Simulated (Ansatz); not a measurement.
# Sr4AlO5: the cost of one run

Method: DFT PBE, scalar-relativistic, plane waves, PAW, in Ansatz 0.2.0.

1 further run of the same task is left out (it didn't finish).

## (1) The system as given

The structure is trigonal, space group P3m1 (No. 156). Conventional cell: a = 3.535 Å, b = 3.535 Å, c = 15.913 Å, α = 90.00°, β = 90.00°, γ = 120.00°. Sr (site symmetry 3m) is surrounded by 6 O at 2.65 Å. Sr (site symmetry 3m) is surrounded by 1 Al at 2.24 Å and 6 O at 2.65 Å. Al (site symmetry 3m) has 4 O at 1.84 to 2.11 Å as nearest neighbours. O (site symmetry 3m) is surrounded by 6 Sr at 2.65 Å. Around O (site symmetry 3m) lie 1 Al at 1.84 Å and 3 Sr at 2.65 Å. O (site symmetry 3m) has 3 Al at 2.11 Å as nearest neighbours. Only part of the 10 independent sites is listed.

Coordinates:

```cif
data_structure
_symmetry_space_group_name_H-M 'P3m1'
_symmetry_Int_Tables_number 156
_cell_length_a 3.5349
_cell_length_b 3.5349
_cell_length_c 15.9135
_cell_angle_alpha 90.000
_cell_angle_beta 90.000
_cell_angle_gamma 120.000
_cell_volume 172.21
loop_
_atom_site_label
_atom_site_type_symbol
_atom_site_symmetry_multiplicity
_atom_site_Wyckoff_symbol
_atom_site_fract_x
_atom_site_fract_y
_atom_site_fract_z
_atom_site_occupancy
Sr1 Sr 1 c 0.66667 0.33333 0.10622 1
Sr2 Sr 1 b 0.33333 0.66667 0.46890 1
Sr3 Sr 1 a 0.00000 0.00000 0.68134 1
Sr4 Sr 1 b 0.33333 0.66667 0.89378 1
Al1 Al 1 b 0.33333 0.66667 0.32826 1
O1 O 1 a 0.00000 0.00000 0.00000 1
O2 O 1 b 0.33333 0.66667 0.21244 1
O3 O 1 a 0.00000 0.00000 0.36267 1
O4 O 1 c 0.66667 0.33333 0.57512 1
O5 O 1 c 0.66667 0.33333 0.78756 1
```

A structure generator made this guess: close-packed anion layers stacked ABACC|A, with sites between them filled layer by layer (P3m1, No. 156). Its size is a rough estimate.

## (2) Probe: one point on a coarse mesh

File input.yaml:

```yaml
crystal:
  lattice:
    - [3.53492849, 0.0, 0.0]
    - [-1.76746424, 3.06133787, 0.0]
    - [0.0, 0.0, 15.9134683]
  atoms:
    - { symbol: Sr, position: [0.66666667, 0.33333333, 0.10622092] }
    - { symbol: Sr, position: [0.33333333, 0.66666667, 0.46889541] }
    - { symbol: Sr, position: [0.0, 0.0, 0.68133724] }
    - { symbol: Sr, position: [0.33333333, 0.66666667, 0.89377908] }
    - { symbol: Al, position: [0.33333333, 0.66666667, 0.32825568] }
    - { symbol: O, position: [0.0, 0.0, 0.0] }
    - { symbol: O, position: [0.33333333, 0.66666667, 0.21244184] }
    - { symbol: O, position: [0.0, 0.0, 0.36267449] }
    - { symbol: O, position: [0.66666667, 0.33333333, 0.57511633] }
    - { symbol: O, position: [0.66666667, 0.33333333, 0.78755816] }
basis:
  ecutwfc: 420
kpoints:
  mp_grid: { grid: [6, 6, 1] }
hamiltonian:
  xc: pbe
scf:
  occupations: { method: gaussian, width: 0.1 }
  lower_state_search: "off"
output:
  forces: true
  stress: true
  eigenvalues: true
```

Started as:

```
$ ansatz run input.yaml --threads 1 --pin off --max-ram 2560MiB --backend cpu --events-out ev --progress --plain --runs-dir out
```

What time and memory should one allow on 1 thread of Arm Neoverse V1, shared host?

About 6.6 s, with a peak of 0.34 GiB.
